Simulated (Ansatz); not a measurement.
Crystal: PtSe.

```
Pt Se
1.0
     0.00000    2.79841    2.79841
     2.79841    0.00000    2.79841
     2.79841    2.79841    0.00000
Pt Se
1 1
Direct
  0.50000 0.50000 0.50000
  0.00000 0.00000 0.00000
```

The cell comes from a database or a generator and needn't be the stable form of this composition.

```yaml
Program: Ansatz 0.2.0
Task: relaxation of cell and atoms
Functional: HSEsol
Potentials_or_basis: Ansatz PAW
Cutoff: "420 eV (not typed: the program's choice for these potentials)"
k_mesh: 4 × 4 × 4
Occupations: fermi-dirac, width 0.05 eV
Spin: no spin polarisation
```

At the start: volume 21.91 Å³/atom.

**Question.** Where does the relaxation end?

**Answer.** It ends after 6 steps and the volume is 17.47 Å³/atom (-20.3 %); space group Fm-3m (No. 225, to 0.05 Å).

Step by step:
```
step  energy change (eV)  largest force (eV/Å)  volume (Å³)
   1              0.0000                0.0000        43.83
   2             -0.5897                0.0000        37.73
   3             -0.6228                0.0000        32.97
   4             -0.6838                0.0000        35.06
   5             -0.6841                0.0000        34.93
   6             -0.6816                0.0000        34.93
```

Final structure:
```xyz
2
Lattice="0.0000 2.5946 2.5946 2.5946 0.0000 2.5946 2.5946 2.5946 0.0000" Properties=species:S:1:pos:R:3 pbc="T T T"
Pt    2.5946    2.5946    2.5946
Se    0.0000    0.0000    0.0000
```

Caveat: the k mesh is coarse (spacing up to 0.49 Å⁻¹), so the values aren't converged, least of all with exact exchange; the volume moved by over 15 % at a fixed basis, so the end points are rough; the plane-wave basis is chosen anew once the cell has moved, so the energies of steps on either side of that aren't comparable; the PAW data sets come from PBE, with cores solved anew for the run's functional, which leaves a small shift of forces and pressure.
